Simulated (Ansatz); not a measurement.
ClH4NSiZn, SMILES [SiH3][NH][Zn][Cl], harmonic frequencies at the relaxed geometry

With Ansatz 0.2.0 through its Python package.

Notebook, run cell by cell (the value of a cell's last expression is shown):

In [1]:
```python
import ansatz as az
import numpy as np
```

In [2]:
```python
GEOMETRY = """
Si    0.04830    0.98110    0.28510
N     0.15310   -0.65050    0.88410
Zn    1.10900   -1.67550   -0.25470
Cl   -0.34530   -2.16010   -2.22120
H    -0.65910    1.00060   -1.05780
H    -0.80360    1.83500    1.21430
H     1.36250    1.62830    0.14490
H    -0.77270   -1.01610    0.94940
"""
```

In [3]:
```python
clh4nsizn = az.Crystal.molecule()
for line in GEOMETRY.strip().splitlines():
    symbol, *xyz = line.split()
    clh4nsizn = clh4nsizn.atom(symbol, [float(v) for v in xyz])

setup = (
    clh4nsizn.calculation()
    .basis(gaussian="def2-SVP")
    .functional("pbe0")
)
symbols = [site.symbol for site in clh4nsizn.cartesian_sites]
start = np.array([site.position_ang for site in clh4nsizn.cartesian_sites], dtype=float)
report = setup.relax(force_tolerance=0.003).run(threads=1, backend="cpu").report
end = np.array(report["positions_ang"])
```

In [4]:
```python
print("final positions (A) and the move of each atom")
for symbol, xyz, old in zip(symbols, end, start):
    print(f"{symbol:2s} {xyz[0]:10.5f} {xyz[1]:10.5f} {xyz[2]:10.5f}   {np.linalg.norm(xyz - old):7.4f}")
```
```text
final positions (A) and the move of each atom
Si   -0.03656    1.16755    0.36859    0.2212
N     0.13448   -0.54601    0.51693    0.3822
Zn    0.04194   -1.74393   -0.84203    1.2199
Cl   -0.06396   -3.13747   -2.41078    1.0346
H    -0.27298    1.45215   -1.08366    0.5947
H    -1.19186    1.72729    1.14487    0.4089
H     1.17904    1.93408    0.79905    0.7450
H     0.30208   -0.91086    1.45114    1.1908
```

In [5]:
```python
# frequencies need a stationary point, so they are taken at the relaxed geometry
minimum = az.Crystal.molecule()
for symbol, xyz in zip(symbols, end):
    minimum = minimum.atom(symbol, xyz.tolist())
vibrating = (
    minimum.calculation()
    .basis(gaussian="def2-SVP")
    .functional("pbe0")
    .phonons(temperatures=(298.15, 498.15, 100))
)
vib = vibrating.run(threads=1, backend="cpu").report["vibrations"]
sums = vib["harmonic_sums"]
modes = [m["omega_inv_cm"] for m in sums["modes_at_gamma"] if m["rigid_motion"] == "no"]
print("frequencies (1/cm):", " ".join(f"{w:.0f}" for w in modes))
print("imaginary modes:", sum(w < 0 for w in modes), " zero-point energy:", round(sums["zero_point_energy_ev"], 4), "eV")
print("T (K)   F_vib (eV)   S_vib (meV/K)   C_vib (meV/K)")
for row in zip(sums["temperatures_k"], sums["vibrational_free_energy_ev"], vib["entropy_ev_per_k"], vib["heat_capacity_ev_per_k"]):
    print(f"{row[0]:6.1f} {row[1]:11.4f} {1000 * row[2]:13.4f} {1000 * row[3]:15.4f}")
```
```text
frequencies (1/cm): 67 68 122 168 343 399 566 709 764 914 929 960 1002 1117 2190 2203 2211 3623
imaginary modes: 0  zero-point energy: 1.1378 eV
T (K)   F_vib (eV)   S_vib (meV/K)   C_vib (meV/K)
 298.1      1.0222        0.7678          0.6706
 398.1      0.9345        0.9832          0.8199
 498.1      0.8262        1.1799          0.9348
```

In [6]:
```python
# all hydrogen replaced by deuterium
heavier = vibrating.phonons(masses={"H": 2.014102}).run(threads=1, backend="cpu").report["vibrations"]["harmonic_sums"]
print("deuterated (1/cm):", " ".join(f"{m['omega_inv_cm']:.0f}" for m in heavier["modes_at_gamma"] if m["rigid_motion"] == "no"))
print("zero-point energy falls by", round(sums["zero_point_energy_ev"] - heavier["zero_point_energy_ev"], 4), "eV")
```
```text
deuterated (1/cm): 52 64 117 159 254 385 499 540 636 672 687 724 774 998 1572 1582 1594 2649
zero-point energy falls by 0.2726 eV
```

The frequencies are harmonic and unscaled, in a modest basis. The result belongs to the one conformer reached from this start, and soft torsions count as harmonic oscillators. Timing: 8 min on 1 thread of Arm Neoverse V2, with other jobs on the host, peak memory 0.31 GiB.

(Lines on the test bed's own set-up are left out of the output.)
